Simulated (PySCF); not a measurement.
# C₂H₁₀OSi₂: magnetic properties

Programs: PySCF 2.14.0, with routines of our own; each step states its level. All values are computed. Atoms count from 0.

## Step 1: The starting structure

15 atoms, charge 0, multiplicity 1; geometry from: GFN2-xTB.

## Step 2: Magnetic properties: GIAO B3LYP/pcSseg-1

Job settings and geometry (Å):

```
{"job": {"kind": "mag", "xc": "B3LYP", "basis": "pcSseg-1", "isotopologues": 2}, "charge": 0, "multiplicity": 1}
C     -1.693805    -1.038912    -0.433436
Si    -0.611419     0.119873     0.611983
C     -0.673072     1.890370    -0.072677
O      0.928109    -0.411595     0.581254
Si     2.406448    -0.805798     0.060374
H     -2.744333    -0.778681    -0.348406
H     -1.428523    -0.996719    -1.486807
H     -1.583985    -2.070414    -0.111963
H     -0.954105     0.059065     2.036550
H     -1.681755     2.290849    -0.048841
H     -0.040496     2.557179     0.505952
H     -0.327693     1.927410    -1.102756
H      2.269413    -1.878569    -0.925551
H      3.007412     0.383720    -0.543942
H      3.123392    -1.239787     1.256355
```

With the program's defaults for keys left out, this is: GIAO B3LYP/pcSseg-1 magnetisability, rotational g tensor and spin-rotation constants, non-relativistic, gas phase.

The run is started by

```
$ OMP_NUM_THREADS=1 python excited_run.py task.json out
```

The driver reads the jobs from task.json and runs them one after another.

Q: Estimate the wall time and peak memory of this first job on 1 thread of Arm Neoverse N1, shared host.

About 33 s, with a peak of 0.74 GiB.
